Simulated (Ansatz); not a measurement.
# CHFOSi: geometry optimisation

Aim: relax CHFOSi at this level.

The runs use Ansatz 0.2.0; RKS r2SCAN0-D4/def2-SVP.

### 1 Starting geometry

SMILES `OC#[Si]F`, 5 atoms, charge 0, spin multiplicity 1.

Atoms are counted from 1 here; the program's logs count them from 0.

Bond lengths: O1–C2 1.289 Å, O1–H5 0.992 Å, C2–Si3 1.763 Å, Si3–F4 1.656 Å. Angles: C2–O1–H5 111.9°, O1–C2–Si3 148.8°, C2–Si3–F4 110.0°.

Coordinates:

```xyz
5
charge 0, multiplicity 1
O     0.5028    1.4148    0.4518
C     0.0589    0.2272    0.2215
Si    0.2573   -1.3262   -0.5873
F    -0.8441   -2.4151   -0.0014
H     0.0251    2.0993   -0.0847
```

### 2 Relaxation

input.yaml reads:

```yaml
crystal:
  periodic: [false, false, false]
  atoms:
    - { symbol: O, position_ang: [0.502824, 1.414841, 0.451842] }
    - { symbol: C, position_ang: [0.058878, 0.227209, 0.221485] }
    - { symbol: Si, position_ang: [0.257264, -1.326222, -0.587278] }
    - { symbol: F, position_ang: [-0.844081, -2.415112, -0.001354] }
    - { symbol: H, position_ang: [0.025115, 2.099284, -0.084695] }
basis:
  gaussian: { orbitals: def2-SVP }
hamiltonian:
  xc: { name: r2SCAN0 }
  dispersion: d4
output:
  forces: true
relax:
  f_tol: 0.003
  max_steps: 120
```

Command:

```
> ansatz run input.yaml --threads 1 --pin off --max-ram 2560MiB --backend cpu --events-out ev --progress --plain --runs-dir out
```

Standard output:

```text
Warning: RAYON_NUM_THREADS=1 ignored (pool sized by the plan → 1); use --threads N
The last accepted step is kept in <dir> (removed where the run ends without a failure and the disk answers)
Engine: ansatz 0.2.0, aarch64-unknown-linux-gnu
Functional definition: r2SCAN0
  parameter a = 0.25
  parameter k0 = 0.174
  parameter k1 = 0.065
  parameter a1 = 4.9479
  exchange = (1 - a)*r2scan_x(k0 = k0, k1 = k1, a1 = a1) + a*exact_x
  correlation = r2scan_c
670 factors; integrals over basis functions are off by at most 3.8e-4 eV
mean field evaluation 1: about -13676.7241 eV, gradient 4.2e1 eV
mean field evaluation 2: about -13668.6068 eV, gradient 6.7e1 eV
mean field evaluation 4: about -13680.3833 eV, gradient 5.4e0 eV
mean field evaluation 8: about -13680.4730 eV, gradient 2.1e-1 eV
mean field evaluation 16: about -13680.4731 eV, gradient 6.1e-5 eV
mean field -13680.47311722 eV, -502.7481141002 hartree, gradient 6.1e-5 eV, S^2 0.000000; 0 other end points of the search recorded, 0 dependent functions left out
the calculation of the forces begins
reference -13680.47312326 eV, -502.7481143221 hartree; 19, 19 occupied and 46, 46 virtual orbitals, 670 factors
relax step   1: F+E_penalty+E_count = -13680.49619717 eV  Δ(F+E_penalty+E_count) = +0.000e0 eV  max|allowed force component| = 8.617e-1 eV/Å  Δτ_max = 0.0000 Å  (28 SCF iters, accepted)
these checks for a lower state are left out or cut short: starts, cluster_reference, orbital_swaps, neighbouring_geometries, increment
670 factors; integrals over basis functions are off by at most 3.7e-4 eV
mean field -13680.50617201 eV, -502.7493288412 hartree, gradient 1.3e-5 eV, S^2 0.000000; 0 other end points of the search recorded, 0 dependent functions left out
the calculation of the forces begins
reference -13680.50617805 eV, -502.7493290632 hartree; 19, 19 occupied and 46, 46 virtual orbitals, 670 factors
relax step   2: F+E_penalty+E_count = -13680.52932578 eV  Δ(F+E_penalty+E_count) = -3.313e-2 eV  max|allowed force component| = 3.481e-1 eV/Å  Δτ_max = 0.0416 Å  (34 SCF iters, accepted)
these checks for a lower state are left out or cut short: starts, cluster_reference, orbital_swaps, neighbouring_geometries, increment
670 factors; integrals over basis functions are off by at most 3.6e-4 eV
mean field evaluation 32: about -13680.5150 eV, gradient 2.1e-5 eV
mean field -13680.51503729 eV, -502.7496546344 hartree, gradient 2.1e-5 eV, S^2 0.000000; 0 other end points of the search recorded, 0 dependent functions left out
the calculation of the forces begins
reference -13680.51504335 eV, -502.7496548571 hartree; 19, 19 occupied and 46, 46 virtual orbitals, 670 factors
relax step   3: F+E_penalty+E_count = -13680.53823908 eV  Δ(F+E_penalty+E_count) = -8.913e-3 eV  max|allowed force component| = 1.118e-1 eV/Å  Δτ_max = 0.0296 Å  (34 SCF iters, accepted)
these checks for a lower state are left out or cut short: starts, cluster_reference, orbital_swaps, neighbouring_geometries, increment
670 factors; integrals over basis functions are off by at most 3.8e-4 eV
mean field -13680.44544592 eV, -502.7470971984 hartree, gradient 1.3e-5 eV, S^2 0.000000; 0 other end points of the search recorded, 0 dependent functions left out
the calculation of the forces begins
reference -13680.44545200 eV, -502.7470974219 hartree; 19, 19 occupied and 46, 46 virtual orbitals, 670 factors
relax step   4: F+E_penalty+E_count = -13680.46860771 eV  Δ(F+E_penalty+E_count) = +6.963e-2 eV  max|allowed force component| = 6.970e-1 eV/Å  Δτ_max = 0.1142 Å  (33 SCF iters, rejected (line search))
these checks for a lower state are left out or cut short: starts, cluster_reference, orbital_swaps, neighbouring_geometries, increment
670 factors; integrals over basis functions are off by at most 3.6e-4 eV
mean field -13680.51735190 eV, -502.7497396947 hartree, gradient 1.2e-5 eV, S^2 0.000000; 0 other end points of the search recorded, 0 dependent functions left out
the calculation of the forces begins
reference -13680.51735797 eV, -502.7497399179 hartree; 19, 19 occupied and 46, 46 virtual orbitals, 670 factors
relax step   5: F+E_penalty+E_count = -13680.54055484 eV  Δ(F+E_penalty+E_count) = -2.316e-3 eV  max|allowed force component| = 7.429e-2 eV/Å  Δτ_max = 0.0230 Å  (33 SCF iters, accepted)
these checks for a lower state are left out or cut short: starts, cluster_reference, orbital_swaps, neighbouring_geometries, increment
670 factors; integrals over basis functions are off by at most 3.6e-4 eV
mean field -13680.51802539 eV, -502.7497644449 hartree, gradient 1.2e-5 eV, S^2 0.000000; 0 other end points of the search recorded, 0 dependent functions left out
the calculation of the forces begins
reference -13680.51803147 eV, -502.7497646683 hartree; 19, 19 occupied and 46, 46 virtual orbitals, 670 factors
relax step   6: F+E_penalty+E_count = -13680.54123085 eV  Δ(F+E_penalty+E_count) = -6.760e-4 eV  max|allowed force component| = 5.292e-2 eV/Å  Δτ_max = 0.0090 Å  (34 SCF iters, accepted)
these checks for a lower state are left out or cut short: starts, cluster_reference, orbital_swaps, neighbouring_geometries, increment
670 factors; integrals over basis functions are off by at most 3.5e-4 eV
mean field -13680.51832032 eV, -502.7497752834 hartree, gradient 1.1e-5 eV, S^2 0.000000; 0 other end points of the search recorded, 0 dependent functions left out
the calculation of the forces begins
reference -13680.51832640 eV, -502.7497755068 hartree; 19, 19 occupied and 46, 46 virtual orbitals, 670 factors
relax step   7: F+E_penalty+E_count = -13680.54153185 eV  Δ(F+E_penalty+E_count) = -3.010e-4 eV  max|allowed force component| = 2.963e-2 eV/Å  Δτ_max = 0.0100 Å  (34 SCF iters, accepted)
these checks for a lower state are left out or cut short: starts, cluster_reference, orbital_swaps, neighbouring_geometries, increment
670 factors; integrals over basis functions are off by at most 3.5e-4 eV
mean field evaluation 64: about -13680.5183 eV, gradient 6.0e-5 eV
mean field -13680.51833615 eV, -502.7497758650 hartree, gradient 6.0e-5 eV, S^2 0.000000; 0 other end points of the search recorded, 0 dependent functions left out
the calculation of the forces begins
reference -13680.51834223 eV, -502.7497760884 hartree; 19, 19 occupied and 46, 46 virtual orbitals, 670 factors
relax step   8: F+E_penalty+E_count = -13680.54154762 eV  Δ(F+E_penalty+E_count) = -1.577e-5 eV  max|allowed force component| = 4.605e-3 eV/Å  Δτ_max = 0.0007 Å  (24 SCF iters, accepted)
these checks for a lower state are left out or cut short: starts, cluster_reference, orbital_swaps, neighbouring_geometries, increment
670 factors; integrals over basis functions are off by at most 3.5e-4 eV
mean field -13680.51833722 eV, -502.7497759044 hartree, gradient 2.2e-5 eV, S^2 0.000000; 0 other end points of the search recorded, 0 dependent functions left out
the calculation of the forces begins
reference -13680.51834330 eV, -502.7497761278 hartree; 19, 19 occupied and 46, 46 virtual orbitals, 670 factors
relax step   9: F+E_penalty+E_count = -13680.54154890 eV  Δ(F+E_penalty+E_count) = -1.281e-6 eV  max|allowed force component| = 1.824e-3 eV/Å  Δτ_max = 0.0003 Å  (22 SCF iters, accepted)
670 factors; integrals over basis functions are off by at most 3.5e-4 eV
mean field -13680.51833722 eV, -502.7497759044 hartree, gradient 2.2e-5 eV, S^2 0.000000; 1 other end points of the search recorded, 0 dependent functions left out
the calculation of the forces begins
reference -13680.51834330 eV, -502.7497761278 hartree; 19, 19 occupied and 46, 46 virtual orbitals, 670 factors
Total energy: -13680.54155498 eV, -502.7506291412 hartree
Atom 0 at     0.468338     1.391928     0.462867 Å, force    -0.001539     0.001824    -0.000961 eV/Å
Atom 1 at     0.106154     0.212564     0.170888 Å, force     0.001363    -0.001414     0.001342 eV/Å
Atom 2 at     0.291904    -1.346771    -0.599868 Å, force    -0.000945     0.000112    -0.000130 eV/Å
Atom 3 at    -0.862752    -2.319388     0.027103 Å, force     0.000252     0.000131    -0.000451 eV/Å
Atom 4 at    -0.003644     2.061667    -0.060991 Å, force     0.000869    -0.000652     0.000200 eV/Å
Dipole moment:    -0.019714     0.731522    -0.103656 e Å
```

Run time: 30 s. Hardware: 1 thread of Arm Neoverse V2, shared host; peak memory 0.16 GiB.

Relaxation path: (the energy doesn't fall at every step)

```
step  energy from step 1 (eV)  largest force component (eV/Å)
   1                   0.0000                          0.8617
   2                  -0.0331                          0.3481
   3                  -0.0420                          0.1118
   4                   0.0276                          0.6970
   5                  -0.0444                          0.0743
   6                  -0.0450                          0.0529
   7                  -0.0453                          0.0296
   8                  -0.0454                          0.0046
   9                  -0.0454                          0.0018
```

Bonds that changed most:

```csv
bond,before (Å),after (Å),change (Å)
Si3–F4,1.656,1.635,-0.021
O1–C2,1.289,1.268,-0.021
O1–H5,0.992,0.972,-0.020
C2–Si3,1.763,1.749,-0.013
```

### 3 Results

| quantity | value |
| --- | --- |
| energy gained | 0.0454 eV |
| root mean square move | 0.066 Å |
| dipole moment | 3.55 D |

**Reading.** Bond lengths: O1–C2 1.268 Å, O1–H5 0.972 Å, C2–Si3 1.749 Å, Si3–F4 1.635 Å. Angles: C2–O1–H5 112.2°, O1–C2–Si3 154.2°, C2–Si3–F4 106.6°. No frequencies were computed here.
